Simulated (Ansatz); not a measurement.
# C2H10AlNSi: basis-set convergence

One table from this session's results is given with a row withheld; the runs are named, their logs left out.

Method: one geometry, several basis sets; program: Ansatz 0.2.0, Gaussian basis.

The runs, in order: PBE0-D4/def2-SVP; ωB97M-V/def2-SVP; PBE0-D4/def2-QZVPP; ωB97M-V/def2-QZVPP; the functionals' def2-TZVPP values are taken from earlier runs.

## The geometry

The geometry comes from an earlier relaxation with PBE0-D4 in a triple-zeta def2 set; it is a stationary point, not always the lowest conformer.

15 atoms, charge 0, spin multiplicity 1.

Atoms are counted from 1 here; the program's logs count them from 0.

Bond lengths: Al1–C2 1.997 Å, Al1–N4 2.091 Å, Al1–H6 1.601 Å, Al1–H7 1.599 Å, C2–C3 1.525 Å, C2–H8 1.093 Å, C2–H9 1.090 Å, C3–N4 1.510 Å, C3–H10 1.094 Å, C3–H11 1.095 Å, N4–Si5 1.767 Å, N4–H12 1.016 Å, Si5–H13 1.487 Å, Si5–H14 1.482 Å, Si5–H15 1.478 Å. Angles: C2–Al1–N4 72.5°, C2–Al1–H6 117.6°, C2–Al1–H7 121.2°, N4–Al1–H6 104.2°, N4–Al1–H7 107.7°, H6–Al1–H7 118.8°, Al1–C2–C3 89.4°, Al1–C2–H8 113.4°, Al1–C2–H9 120.7°, C3–C2–H8 111.3°, C3–C2–H9 112.6°, H8–C2–H9 108.2°, C2–C3–N4 105.6°, C2–C3–H10 110.5°, C2–C3–H11 116.5°, N4–C3–H10 106.7°, N4–C3–H11 109.7°, H10–C3–H11 107.3° and more.

Set-up of the first run:

in.yaml reads:

```yaml
crystal:
  periodic: [false, false, false]
  atoms:
    - {symbol: Al, position_ang: [-1.470211, -0.325677, 0.844686]}
    - {symbol: C, position_ang: [0.258212, -0.627138, 1.798584]}
    - {symbol: C, position_ang: [1.006381, -0.130218, 0.566457]}
    - {symbol: N, position_ang: [0.052052, -0.310377, -0.589252]}
    - {symbol: Si, position_ang: [0.095073, 0.868056, -1.905549]}
    - {symbol: H, position_ang: [-2.052821, 1.164965, 0.816596]}
    - {symbol: H, position_ang: [-2.450156, -1.541807, 0.500600]}
    - {symbol: H, position_ang: [0.469194, -1.682492, 1.991813]}
    - {symbol: H, position_ang: [0.505500, -0.059965, 2.695687]}
    - {symbol: H, position_ang: [1.205133, 0.942370, 0.645191]}
    - {symbol: H, position_ang: [1.957990, -0.622547, 0.340077]}
    - {symbol: H, position_ang: [0.099760, -1.268014, -0.925679]}
    - {symbol: H, position_ang: [1.389247, 0.802142, -2.635341]}
    - {symbol: H, position_ang: [-1.018432, 0.538014, -2.825358]}
    - {symbol: H, position_ang: [-0.068722, 2.201990, -1.289411]}
basis:
  gaussian: {orbitals: def2-SVP}
hamiltonian: {xc: pbe0, dispersion: d4}
output: {orbitals: {seedname: orbitals}}
```

Among the steps run: PBE0-D4 in def2-SVP; ωB97M-V in def2-SVP; PBE0-D4 in def2-QZVPP; ωB97M-V in def2-QZVPP.

One of the session's tables, all rows but one given; the rest of the session is left out.

It belongs to the step «Density functionals: the series». 

| functional | basis | HOMO (eV) | LUMO (eV) |
| --- | --- | --- | --- |
| PBE0-D4 | def2-SVP | -6.92 | -0.07 |
| PBE0-D4 | def2-TZVPP | ? | ? |
| PBE0-D4 | def2-QZVPP | -6.97 | -0.56 |
| ωB97M-V | def2-SVP | -9.13 | 1.70 |
| ωB97M-V | def2-TZVPP | -9.19 | 1.16 |
| ωB97M-V | def2-QZVPP | -9.19 | 0.77 |

Estimate the missing values for PBE0-D4, def2-TZVPP.

**Answer.** HOMO (eV): -6.96; LUMO (eV): -0.42. In the column «HOMO (eV)» it lies between PBE0-D4, def2-QZVPP (-6.97) and PBE0-D4, def2-SVP (-6.92).
